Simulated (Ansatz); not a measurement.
# Ba3MgF8: the band gap up the ladder of functionals

The task here is to estimate one member of a computed series from the others.

Code: Ansatz 0.2.0. PAW datasets, plane waves. These are computed values for a spin-unpolarised cell that may be hypothetical; none is a measurement.

### Starting point

The cell was relaxed beforehand with r2SCAN.

Space group Cmmm (No. 65), orthorhombic; conventional cell a = 8.090 Å, b = 11.793 Å, c = 4.352 Å, 17.30 Å³ an atom. Ba has 8 F at 2.55–2.73 Å; F has 1 Mg at 2.15 Å and 3 Ba at 2.72–2.73 Å; Ba has 8 F at 2.59–2.72 Å; F has 2 Mg at 2.54 Å and 2 Ba at 2.60 Å and 5 F at 2.61–2.75 Å; F has 4 Ba at 2.55–2.59 Å and 1 F at 2.80 Å.

Structure file:

```
CELL_PARAMETERS angstrom
4.04486 -5.89665 0.00000
4.04486 5.89665 0.00000
0.00000 0.00000 4.35207
ATOMIC_POSITIONS crystal
Ba 0.00000 0.50000 0.00000
F 0.32115 0.09396 0.50000
F 0.09396 0.32115 0.50000
Ba 0.50000 0.50000 0.50000
F 0.88921 0.11079 0.00000
F 0.61871 0.38129 0.00000
Mg 0.00000 0.00000 0.50000
F 0.38129 0.61871 0.00000
F 0.11079 0.88921 0.00000
Ba 0.50000 0.00000 0.00000
F 0.90604 0.67885 0.50000
F 0.67885 0.90604 0.50000
```

Set-up of the first run:

File input.yaml:

```yaml
crystal:
  lattice:
    - [4.0448582128, -5.896652403, 0.0]
    - [4.0448582128, 5.896652403, 0.0]
    - [0.0, 0.0, 4.352072969]
  atoms:
    - { symbol: Ba, position: [0.0, 0.5, 0.0] }
    - { symbol: F, position: [0.3211516533, 0.0939584109, 0.5] }
    - { symbol: F, position: [0.0939584109, 0.3211516533, 0.5] }
    - { symbol: Ba, position: [0.5, 0.5, 0.5] }
    - { symbol: F, position: [0.8892141418, 0.1107858582, 0.0] }
    - { symbol: F, position: [0.6187088538, 0.3812911462, 0.0] }
    - { symbol: Mg, position: [0.0, 0.0, 0.5] }
    - { symbol: F, position: [0.3812911462, 0.6187088538, 0.0] }
    - { symbol: F, position: [0.1107858582, 0.8892141418, 0.0] }
    - { symbol: Ba, position: [0.5, 0.0, 0.0] }
    - { symbol: F, position: [0.9060415891, 0.6788483467, 0.5] }
    - { symbol: F, position: [0.6788483467, 0.9060415891, 0.5] }
kpoints:
  mp_grid: { grid: [4, 4, 6] }
  band_path:
    path:
      - [[0.0, 0.0, 0.0], [-0.5, 0.5, 0.0], [-0.3676347295997, 0.6323652704003, 0.0]]
      - [[0.3676347295997, 0.3676347295997, 0.0], [0.0, 0.0, 0.0], [0.0, 0.0, 0.5], [0.3676347295997, 0.3676347295997, 0.5]]
      - [[-0.3676347295997, 0.6323652704003, 0.5], [-0.5, 0.5, 0.5], [-0.5, 0.5, 0.0]]
      - [[0.0, 0.0, 0.0], [6.996030306821e-18, 0.5, 0.0], [6.996030306821e-18, 0.5, 0.5], [0.0, 0.0, 0.5], [-0.5, 0.5, 0.5]]
    npoints: 10
hamiltonian:
  xc: pbe
scf:
  occupations: { method: fermi_dirac, width: 0.02 }
  n_extra_bands: 7
output:
  forces: true
  stress: true
  eigenvalues: true
```

Among the steps run: Band structure with PBE; r2SCAN; HSE06 at the same geometry; Single point with PBE+SOC; PBE0 at the same geometry.

One table of the session follows, with a row left open; its other results are not shown here.

| level | gap (eV) |
| --- | --- |
| PBE | 5.20 |
| r2SCAN | 5.73 |
| HSE06 | ? |
| PBE+SOC | 5.20 |
| PBE0 | 7.83 |

Estimate the missing values for HSE06.

The run gave: gap (eV): 7.06. In the column «gap (eV)» it lies between r2SCAN (5.73) and PBE0 (7.83).

Meshes: PBE 4×4×6, r2SCAN 4×4×6, HSE06 2×2×4, PBE+SOC 4×4×6, PBE0 2×2×4

What this shows: PBE+SOC gives the least gap, 5.20 eV, and PBE0 the largest, 7.83 eV. PBE reaches 74 % of the HSE06 value, and r2SCAN 81 %. PBE0 lies 0.77 eV above HSE06, which differs from it by screening the long-range exchange.

To keep in mind: Warnings in the runs' records: stress scf threshold loose, stress exchange threshold loose.
